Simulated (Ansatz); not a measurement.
# AlBH6N2: the cost of one run

The runs use Ansatz 0.2.0, Gaussian basis; the settings change from run to run.

### 1 The geometry

The structure was relaxed beforehand with PBE0-D4 in a triple-zeta def2 set.

SMILES `N[B](N)[AlH2]`, 10 atoms, charge 0, spin multiplicity 1.

Atoms are counted from 1 here; the program's logs count them from 0.

Bond lengths: N1–B2 1.414 Å, N1–H5 1.008 Å, N1–H6 1.003 Å, B2–N3 1.414 Å, B2–Al4 2.140 Å, N3–H7 1.003 Å, N3–H8 1.008 Å, Al4–H9 1.600 Å, Al4–H10 1.600 Å. Angles: B2–N1–H5 124.2°, B2–N1–H6 122.6°, H5–N1–H6 113.1°, N1–B2–N3 120.4°, N1–B2–Al4 119.8°, N3–B2–Al4 119.9°, B2–N3–H7 122.6°, B2–N3–H8 124.2°, H7–N3–H8 113.1°, B2–Al4–H9 122.1°, B2–Al4–H10 122.0°, H9–Al4–H10 115.8°.

### 2 wB97X/6-31++G**

Options: charge +1, multiplicity 2, coordinates scaled by 0.96.

The input, in.yaml:

```yaml
crystal:
  periodic: [false, false, false]
  atoms:
    - {symbol: N, position_ang: [-1.463682, -0.334923, -0.067434]}
    - {symbol: B, position_ang: [-0.109249, -0.244027, -0.046506]}
    - {symbol: N, position_ang: [0.655885, -1.345199, -0.258944]}
    - {symbol: Al, position_ang: [0.785613, 1.570459, 0.308658]}
    - {symbol: H, position_ang: [-1.951901, -1.155108, -0.228052]}
    - {symbol: H, position_ang: [-2.037419, 0.424366, 0.078622]}
    - {symbol: H, position_ang: [1.618293, -1.318395, -0.251132]}
    - {symbol: H, position_ang: [0.301516, -2.229134, -0.431972]}
    - {symbol: H, position_ang: [2.312520, 1.734305, 0.348931]}
    - {symbol: H, position_ang: [-0.031799, 2.848502, 0.550519]}
basis:
  gaussian: {orbitals: "6-31++G**"}
total_charge: 1
magnetization: {spin_polarized: true, initial_magnetization: 1}
hamiltonian: {xc: {name: wB97X}}
output: {forces: true}
```

Command:

```console
ansatz run in.yaml --threads 2 --pin off --events-out ev --progress --plain --max-ram 4352MiB
```

**Question.** How long does this run take on 2 threads of Arm Neoverse V2, shared host, and how much memory does it need?

About 17 s, with a peak of 0.43 GiB.
